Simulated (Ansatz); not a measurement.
**Nudged elastic band run: Zn$_{4}$In$_{4}$Ga$_{4}$O$_{14}$F, charge +2**

Input:

```yaml
crystal:
  lattice:
    - [-3.360654, -1.940274, 8.713405]
    - [3.360654, -1.940274, 8.713405]
    - [0.0, 3.880549, 8.713405]
  atoms:
    - { symbol: Zn, position: [0.21606326, 0.21804209, 0.24112705] }
    - { symbol: In, position: [-0.00314178, -0.0008181, -0.00142639] }
    - { symbol: Ga, position: [0.78512577, 0.78717723, 0.78941161] }
    - { symbol: O, position: [0.30064635, 0.30286489, 0.29290224] }
    - { symbol: O, position: [0.71383365, 0.71610552, 0.70792264] }
    - { symbol: O, position: [0.86250023, 0.86456824, 0.86170068] }
    - { symbol: Zn, position: [0.71836437, 0.72037695, 0.21315203] }
    - { symbol: In, position: [0.50658939, 0.508773, -0.00153345] }
    - { symbol: Ga, position: [0.27849263, 0.28074217, 0.78172389] }
    - { symbol: O, position: [0.79112599, 0.79338564, 0.29553902] }
    - { symbol: O, position: [0.20313866, 0.20546278, 0.71782656] }
    - { symbol: O, position: [0.61943107, 0.62162015, 0.1236572] }
    - { symbol: F, position: [0.36198136, 0.36423599, 0.87595688] }
    - { symbol: Zn, position: [0.74404176, 0.21052185, 0.7024981] }
    - { symbol: In, position: [0.50668959, 0.00015703, 0.50143024] }
    - { symbol: Ga, position: [0.29172177, 0.77027029, 0.29561231] }
    - { symbol: O, position: [0.79044804, 0.30086196, 0.79067001] }
    - { symbol: O, position: [0.20188122, 0.73061368, 0.20794216] }
    - { symbol: O, position: [0.61040541, 0.13238569, 0.6332721] }
    - { symbol: O, position: [0.35248711, 0.88074703, 0.34593213] }
    - { symbol: Zn, position: [0.20833042, 0.74651912, 0.70236523] }
    - { symbol: In, position: [-0.0021259, 0.50895513, 0.50145442] }
    - { symbol: Ga, position: [0.76804601, 0.29391408, 0.29569781] }
    - { symbol: O, position: [0.29864472, 0.79274052, 0.79066774] }
    - { symbol: O, position: [0.72838786, 0.20410481, 0.20800564] }
    - { symbol: O, position: [0.13015495, 0.61259205, 0.63317855] }
    - { symbol: O, position: [0.87876709, 0.3545158, 0.34585308] }
magnetization:
  spin_polarized: true
total_charge: 2
basis:
  ecutwfc: 420.0
kpoints:
  mp_grid: { grid: [2, 2, 2] }
hamiltonian:
  xc: pbe
  pseudopotentials: { kind: paw, azcp: { folder: soft_1 } }
scf:
  occupations: { method: fermi_dirac, width: 0.02 }
  lower_state_search: "off"
neb:
  images: 5
  f_tol: 0.05
  initial_path: linear
  max_iterations: 33
  optimiser: fire
  final_atoms:
    - { symbol: Zn, position: [0.21195826, 0.21195826, 0.24855923] }
    - { symbol: In, position: [-0.0042627, -0.0042627, 0.00479008] }
    - { symbol: Ga, position: [0.78537059, 0.78537059, 0.79305288] }
    - { symbol: O, position: [0.30091423, 0.30091423, 0.28809796] }
    - { symbol: O, position: [0.71701196, 0.71701196, 0.70717781] }
    - { symbol: O, position: [0.86336944, 0.86336944, 0.86346773] }
    - { symbol: Zn, position: [0.71788364, 0.71788364, 0.21640221] }
    - { symbol: In, position: [0.50658392, 0.50658392, 0.00385408] }
    - { symbol: Ga, position: [0.28355274, 0.28355274, 0.75449439] }
    - { symbol: O, position: [0.79189514, 0.79189514, 0.29536341] }
    - { symbol: O, position: [0.20305303, 0.20305303, 0.70792355] }
    - { symbol: O, position: [0.62063075, 0.62063075, 0.12495047] }
    - { symbol: F, position: [0.13882323, 0.13882323, 1.09469956] }
    - { symbol: Zn, position: [0.7438538, 0.2094041, 0.70538355] }
    - { symbol: In, position: [0.50665507, -0.00519632, 0.49942386] }
    - { symbol: Ga, position: [0.29397687, 0.76667801, 0.29945938] }
    - { symbol: O, position: [0.78495884, 0.29887766, 0.7972269] }
    - { symbol: O, position: [0.20269309, 0.72024504, 0.21854947] }
    - { symbol: O, position: [0.60625944, 0.13984693, 0.64473473] }
    - { symbol: O, position: [0.35681901, 0.87455099, 0.35200717] }
    - { symbol: Zn, position: [0.2094041, 0.7438538, 0.70538355] }
    - { symbol: In, position: [-0.00519632, 0.50665507, 0.49942386] }
    - { symbol: Ga, position: [0.76667801, 0.29397687, 0.29945938] }
    - { symbol: O, position: [0.29887766, 0.78495884, 0.7972269] }
    - { symbol: O, position: [0.72024504, 0.20269309, 0.21854947] }
    - { symbol: O, position: [0.13984693, 0.60625944, 0.64473473] }
    - { symbol: O, position: [0.87455099, 0.35681901, 0.35200717] }
  order_check: true
```

Launched with:

```bash
$ ansatz run input.yaml --threads 4 --pin off --max-ram 10240MiB --backend cpu --events-out ev --progress --plain --runs-dir out
```

Output, in part (warnings, iteration lines):

```
NEB end point (image 0): max|allowed force component| = 3.859e-2 eV/Å (the criterion of neb.relax_end_points is 1.000e-2)
NEB end point (image 6): max|allowed force component| = 2.500e-2 eV/Å (the criterion of neb.relax_end_points is 1.000e-2)
NEB iter   1: max|band force component| = 3.931e0 eV/Å  barrier→ = 1.0239 eV  barrier← = 1.1129 eV  Δτ_max = 0.0739 Å  (107 SCF iters)
NEB iter   2: max|band force component| = 9.467e-1 eV/Å  barrier→ = 0.7090 eV  barrier← = 0.7980 eV  Δτ_max = 0.0788 Å  (45 SCF iters)
NEB iter   3: max|band force component| = 2.189e0 eV/Å  barrier→ = 0.7275 eV  barrier← = 0.8165 eV  Δτ_max = 0.0079 Å  (49 SCF iters)
NEB iter   4: max|band force component| = 1.778e0 eV/Å  barrier→ = 0.6929 eV  barrier← = 0.7819 eV  Δτ_max = 0.0142 Å  (32 SCF iters)
NEB iter   5: max|band force component| = 1.070e0 eV/Å  barrier→ = 0.6448 eV  barrier← = 0.7339 eV  Δτ_max = 0.0178 Å  (35 SCF iters)
NEB iter   6: max|band force component| = 5.770e-1 eV/Å  barrier→ = 0.6097 eV  barrier← = 0.6987 eV  Δτ_max = 0.0189 Å  (41 SCF iters)
NEB iter   7: max|band force component| = 5.662e-1 eV/Å  barrier→ = 0.6011 eV  barrier← = 0.6901 eV  Δτ_max = 0.0021 Å  (41 SCF iters)
NEB iter   8: max|band force component| = 4.662e-1 eV/Å  barrier→ = 0.5974 eV  barrier← = 0.6864 eV  CI = image 3  Δτ_max = 0.0039 Å  (26 SCF iters)
[... lines left out ...]
```

The forces met the threshold. By the program's own check the climbing image is a first-order saddle point (lowest curvatures found: -1.42 and 0.50 eV/Å²). Limits of this set-up: coarse k mesh, a small cell, in which the defect meets its images, a typed lattice constant that wasn't relaxed here, charged cell in a uniform background, uncorrected.

Final band:

| image | path coordinate (Å) | energy (eV) |
| --- | --- | --- |
| 0 | 0.00 | 0.00 |
| 1 | 0.44 | 0.13 |
| 2 | 0.88 | 0.39 |
| 3 | 1.30 | 0.55 |
| 4 | 1.78 | 0.39 |
| 5 | 2.25 | 0.08 |
| 6 | 2.72 | -0.09 |

The run took 24 min on 4 threads of Arm Neoverse V2 (shared host), peak memory 4.9 GiB.
